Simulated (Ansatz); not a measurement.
## CH2ClI, SMILES ClCI: the interaction energy of a dimer with the counterpoise correction, step by step

Computed with the Ansatz DFT code, driven from Python.

Notebook, run cell by cell (the value of a cell's last expression is shown):

In [1]:
```python
import ansatz
```

In [2]:
```python
BASIS = "def2-SVP"
XC = "B3LYP"
DISPERSION = "d3bj"
```

In [3]:
```python
FIRST = [
    ("Cl", (-1.3969, 0.1117, 0.9207)),
    ("C", (-0.0405, 0.0988, -0.173)),
    ("I", (1.4545, -0.9799, 0.767)),
    ("H", (0.334, 1.1429, -0.3889)),
    ("H", (-0.3512, -0.3737, -1.1257)),
]
SECOND = [
    ("Cl", (5.9469, 0.5341, 1.5933)),
    ("C", (4.5579, 1.3361, 0.9124)),
    ("I", (4.4016, 3.1556, 1.8856)),
    ("H", (3.6095, 0.744, 1.0765)),
    ("H", (4.715, 1.4648, -0.1768)),
]
```

In [4]:
```python
def energy(atoms, ghosts=()):
    molecule = ansatz.Crystal.molecule()
    for symbol, xyz in atoms:
        molecule = molecule.atom(symbol, xyz)
    calc = (
        molecule.calculation()
        .basis(gaussian=BASIS)
        .functional(XC, dispersion=DISPERSION)
    )
    deck = calc.input()
    if ghosts:
        deck = deck.set(ansatz.key.basis.gaussian.ghost_atoms, [{"symbol": s, "position_ang": list(xyz)} for s, xyz in ghosts])
    return ansatz.Session.from_dict(deck).plan().execute().report["free_energy_ev"]
```

In [5]:
```python
# ghost atoms carry the functions of the partner
both = energy(FIRST + SECOND)
alone = energy(FIRST) + energy(SECOND)
ghosted = energy(FIRST, SECOND) + energy(SECOND, FIRST)
print(f"dimer {both:.6f} eV")
print(f"interaction, uncorrected   {(both - alone):8.3f} eV")
print(f"interaction, counterpoise  {(both - ghosted):8.3f} eV")
print(f"basis-set superposition    {(alone - ghosted):8.3f} eV")
```
```text
dimer -43382.134346 eV
interaction, uncorrected     -0.084 eV
interaction, counterpoise    -0.070 eV
basis-set superposition       0.014 eV
```

Uncorrected it is -0.084 eV, with the counterpoise correction -0.070 eV; the difference, 0.01 eV, is the superposition error.

Caveats:
- Total energies depend on the basis set; only differences at equal settings carry meaning.
- The dimer is a generated trial pose of unrelaxed monomers, not a minimum, so the figure is no binding energy, and the basis set is small.
- def2 sets replace the cores of elements past krypton by effective core potentials.
- b3lyp holds the VWN-RPA fit, as in Gaussian; the form of ORCA and Turbomole is b3lyp5.
- Hardware and time: 8.7 s on 1 thread of AMD EPYC 9R45 (Zen 5) (shared host), peak memory 0.45 GiB.
